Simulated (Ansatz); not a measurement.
**AlFH4OSi: small, medium and large basis sets**

One table from this session's results is given with a row withheld; the runs are named, their logs left out.

Method: one geometry, several basis sets; program: Ansatz 0.2.0, Gaussian basis.

Plan: PBE0-D4/def2-SVP; ωB97M-V/def2-SVP; PBE0-D4/def2-QZVPP; ωB97M-V/def2-QZVPP; the functionals' def2-TZVPP values are taken from earlier runs.

## The geometry

An earlier PBE0-D4 in a triple-zeta def2 set relaxation fixed the geometry.

SMILES `O[SiH2][AlH][F]`, 8 atoms, charge 0, spin multiplicity 1.

Atoms are counted from 1 here; the program's logs count them from 0.

Bond lengths: O1–Si2 1.657 Å, O1–H5 0.958 Å, Si2–Al3 2.463 Å, Si2–H6 1.496 Å, Si2–H7 1.488 Å, Al3–F4 1.659 Å, Al3–H8 1.583 Å. Angles: Si2–O1–H5 117.0°, O1–Si2–Al3 111.1°, O1–Si2–H6 111.1°, O1–Si2–H7 106.4°, Al3–Si2–H6 109.9°, Al3–Si2–H7 112.0°, H6–Si2–H7 106.2°, Si2–Al3–F4 113.2°, Si2–Al3–H8 130.3°, F4–Al3–H8 116.4°.

Set-up of the first run:

The input, in.yaml:

```yaml
crystal:
  periodic: [false, false, false]
  atoms:
    - {symbol: O, position_ang: [-0.660184, 1.595376, -0.877577]}
    - {symbol: Si, position_ang: [0.195248, 0.881831, 0.349460]}
    - {symbol: Al, position_ang: [0.316536, -1.559314, 0.043492]}
    - {symbol: F, position_ang: [-0.769898, -2.133508, -1.070782]}
    - {symbol: H, position_ang: [-1.365986, 1.082046, -1.272336]}
    - {symbol: H, position_ang: [-0.406558, 1.199330, 1.681323]}
    - {symbol: H, position_ang: [1.542994, 1.512948, 0.342868]}
    - {symbol: H, position_ang: [1.240049, -2.635709, 0.747652]}
basis:
  gaussian: {orbitals: def2-SVP}
hamiltonian: {xc: pbe0, dispersion: d4}
output: {orbitals: {seedname: orbitals}}
```

The run is started by

```console
$ ansatz run in.yaml --threads 2 --pin off --events-out ev --progress --plain --max-ram 4352MiB
```

Steps of the session up to this table: PBE0-D4 in def2-SVP; ωB97M-V in def2-SVP; PBE0-D4 in def2-QZVPP; ωB97M-V in def2-QZVPP.

One table of the session follows, with a row left open; its other results are not shown here.

It belongs to the step «Density functionals: the series». 

```
functional       basis  HOMO (eV)  LUMO (eV)
   PBE0-D4    def2-SVP      -7.46      -1.68
   PBE0-D4  def2-TZVPP      -7.53      -1.78
   PBE0-D4  def2-QZVPP          ?          ?
   ωB97M-V    def2-SVP      -9.44       0.05
   ωB97M-V  def2-TZVPP      -9.54      -0.13
   ωB97M-V  def2-QZVPP      -9.57      -0.26
```

Estimate the missing values for PBE0-D4, def2-QZVPP.

The run gave: HOMO (eV): -7.55; LUMO (eV): -1.82. In the column «HOMO (eV)» it lies between ωB97M-V, def2-SVP (-9.44) and PBE0-D4, def2-TZVPP (-7.53).
